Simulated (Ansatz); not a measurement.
# CF3Si+: an energy map over angle F1–Si2–C3 and dihedral F1–Si2–C3–F4

How does the energy of CF3Si, SMILES F[Si+]=C(F)F, charge +1 change over two coordinates at once? A grid of runs gives the map.

The runs use Ansatz 0.2.0; RKS CAM-B3LYP-D4/def2-SVP.

### Step 1. Starting geometry

SMILES `F[Si+]=C(F)F`, 5 atoms, charge 1, spin multiplicity 1.

Atoms are counted from 1 here; the program's logs count them from 0.

Bond lengths: F1–Si2 1.619 Å, C3–F4 1.269 Å, C3–F5 1.269 Å. Angles: F4–C3–F5 112.1°.

As a file:

```xyz
5

F    -1.2524   -0.6455    1.5442
Si    0.1865   -1.2287    1.0856
C     0.2960    0.3142   -0.5256
F    -0.0902    0.1173   -1.7188
F     0.8600    1.4428   -0.3854
```

This geometry comes from a loose relaxation at PBE in a small basis, which is not shown.

### Step 3. The grid

- angle F1–Si2–C3: 15 values from 52.8 to 122.8 °
- dihedral F1–Si2–C3–F4: 15 values from −180 to 156 °, periodic

Nothing else is relaxed (all other coordinates rigid). Energies count from the relaxed molecule at the same level. Points are written as (first, second).

(The set-up runs are not shown.)

### Step 4. The run at (107.8°, 60°)

input.yaml reads:

```yaml
crystal:
  periodic: [false, false, false]
  atoms:
    - { symbol: F, position_ang: [-1.192365, -1.018221, 1.871024] }
    - { symbol: Si, position_ang: [0.18622, -1.241313, 1.098509] }
    - { symbol: C, position_ang: [0.318463, 0.297665, -0.525301] }
    - { symbol: F, position_ang: [0.308287, 1.533379, -0.322756] }
    - { symbol: F, position_ang: [0.408689, 0.024842, -1.74412] }
total_charge: 1
basis:
  gaussian: { orbitals: def2-SVP }
hamiltonian:
  xc: { name: CAM-B3LYP }
  dispersion: d4
output:
  forces: true
```

The run is started by

```bash
$ ansatz run input.yaml --threads 1 --pin off --max-ram 2560MiB --backend cpu --events-out ev --progress --plain --runs-dir out
```

The session goes on with these runs: the other points that were computed.

Q: Predict the outcome of this session. Wanted: lowest point; highest computed point; largest force on an atom.

**Answer**, as computed:

```
                       quantity                                                                   value
                   lowest point                                              (87.8°, −180°), −0.0046 eV
         highest computed point                                (52.8°, −180°), 2.71 eV above the lowest
largest force on an atom (eV/Å)  0.0 at (87.8°, −84°) to 9.4 at (52.8°, −180°); 0.3 at the lowest point
        time for the whole task                                        9.3 min on 1 thread, shared host
```

In words: The lowest computed point is at (87.8°, −180°), −0.0046 eV from the relaxed molecule at the same level. The highest computed point, (52.8°, −180°), lies 2.71 eV above the lowest. On the interpolated surface the easiest way out of the lowest well to its copy in the next cell or period passes a barrier of about 0.0055 eV. Round the minimum the two coordinates are nearly uncoupled.
